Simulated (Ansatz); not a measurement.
# BFH₄O₂Si: how energies converge with the basis set

One table from this session's results is given with a row withheld; the runs are named, their logs left out.

Program: Ansatz 0.2.0, Gaussian basis. Level of theory: one geometry, several basis sets. These are calculated values, not measurements.

Levels to be run: PBE0-D4/def2-SVP; ωB97M-V/def2-SVP; PBE0-D4/def2-QZVPP; ωB97M-V/def2-QZVPP; the functionals' def2-TZVPP values are taken from earlier runs.

## Structure used throughout

An earlier PBE0-D4 in a triple-zeta def2 set relaxation fixed the geometry.

9 atoms, charge 0, spin multiplicity 1.

Atoms are counted from 1 here; the program's logs count them from 0.

Bond lengths: B1–O2 1.351 Å, B1–H6 1.197 Å, B1–H7 1.203 Å, O2–Si3 1.631 Å, Si3–O4 1.620 Å, Si3–F5 1.587 Å, Si3–H8 1.473 Å, O4–H9 0.958 Å. Angles: O2–B1–H6 117.9°, O2–B1–H7 120.0°, H6–B1–H7 122.1°, B1–O2–Si3 133.2°, O2–Si3–O4 106.1°, O2–Si3–F5 107.9°, O2–Si3–H8 111.5°, O4–Si3–F5 110.3°, O4–Si3–H8 113.6°, F5–Si3–H8 107.4°, Si3–O4–H9 119.5°.

Set-up of the first run:

Input file in.yaml:

```yaml
crystal:
  periodic: [false, false, false]
  atoms:
    - {symbol: B, position_ang: [0.050450, 1.049673, 1.564306]}
    - {symbol: O, position_ang: [0.492504, 0.647540, 0.353091]}
    - {symbol: Si, position_ang: [-0.142306, -0.309918, -0.804795]}
    - {symbol: O, position_ang: [0.867908, -1.567500, -0.950298]}
    - {symbol: F, position_ang: [-0.183723, 0.522012, -2.155104]}
    - {symbol: H, position_ang: [0.756156, 1.771440, 2.207469]}
    - {symbol: H, position_ang: [-1.022696, 0.683190, 1.964597]}
    - {symbol: H, position_ang: [-1.526385, -0.698333, -0.485243]}
    - {symbol: H, position_ang: [0.796491, -2.144504, -1.711222]}
basis:
  gaussian: {orbitals: def2-SVP}
hamiltonian: {xc: pbe0, dispersion: d4}
output: {orbitals: {seedname: orbitals}}
```

Launch:

```sh
$ ansatz run in.yaml --threads 2 --pin off --events-out ev --progress --plain --max-ram 4352MiB
```

Steps of the session up to this table: PBE0-D4 in def2-SVP; ωB97M-V in def2-SVP; PBE0-D4 in def2-QZVPP; ωB97M-V in def2-QZVPP.

One of the session's tables, all rows but one given; the rest of the session is left out.

It belongs to the step «Functionals by basis». 

```
functional       basis  HOMO (eV)
   PBE0-D4    def2-SVP      -8.59
   PBE0-D4  def2-TZVPP      -8.68
   PBE0-D4  def2-QZVPP          ?
   ωB97M-V    def2-SVP     -10.90
   ωB97M-V  def2-TZVPP     -11.04
   ωB97M-V  def2-QZVPP     -11.06
```

**Question.** Estimate the row for PBE0-D4, def2-QZVPP.

**Answer.** HOMO (eV): -8.70. In the column «HOMO (eV)» it lies between ωB97M-V, def2-SVP (-10.90) and PBE0-D4, def2-TZVPP (-8.68).
